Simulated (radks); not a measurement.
# Sr⁺ in [Ar] 3d10 4s2 4p4 5s1 4d2: an all-electron calculation

The task here is to estimate one member of a computed series from the others.

Program: radks (a radial shooting solver on a logarithmic mesh, Libxc functionals) version 1. Level of theory: Dirac Kohn-Sham, LDA (Slater exchange, Perdew-Wang correlation), spin-unpolarised, spherical densities, point nucleus; open shells fill j = l - 1/2 first. These are calculated values, not measurements, unless marked.

## Starting point

```
element       : strontium (Z = 38)
charge        : +1
electrons     : 37
configuration : [Ar] 3d10 4s2 4p4 5s1 4d2
```

Set-up of the first run:

Settings of this run:

```text
Z 38
configuration [Ar] 3d10 4s2 4p4 5s1 4d2
relativity Dirac
functional lda,pw
spin unpolarised
j_filling energy
nucleus point
c 137.035999084
```

One of the session's tables, all rows but one given; the rest of the session is left out.

It belongs to the step «Shells». Radial moments (bohr):

| level | <r> | outermost maximum (interpolated) | 90 % within | nodes |
| --- | --- | --- | --- | --- |
| 1s1/2 | 0.03921 | 0.0256 | 0.0702 | 0 |
| 2s1/2 | 0.1724 | 0.145 | 0.267 | 1 |
| 2p1/2 | 0.1476 | 0.114 | 0.241 | 0 |
| 2p3/2 | 0.1517 | 0.117 | 0.247 | 0 |
| 3s1/2 | 0.4927 | 0.436 | 0.731 | 2 |
| 3p1/2 | 0.4917 | 0.425 | 0.748 | 1 |
| 3p3/2 | 0.5022 | 0.434 | 0.763 | 1 |
| 3d3/2 | 0.4955 | 0.374 | 0.804 | 0 |
| 3d5/2 | 0.4991 | 0.377 | 0.809 | 0 |
| 4s1/2 | ? | ? | ? | ? |
| 4p1/2 | 1.489 | 1.28 | 2.22 | 2 |
| 4p3/2 | 1.519 | 1.31 | 2.26 | 2 |
| 5s1/2 | 3.593 | 3.19 | 5.21 | 4 |
| 4d3/2 | 2.369 | 1.81 | 3.78 | 1 |
| 4d5/2 | 2.387 | 1.82 | 3.81 | 1 |

Estimate the missing values for 4s1/2.

The run gave: <r>: 1.327; outermost maximum (interpolated): 1.17; 90 % within: 1.94; nodes: 3. In the column «<r>» it lies between 3p3/2 (0.5022) and 4p1/2 (1.489).
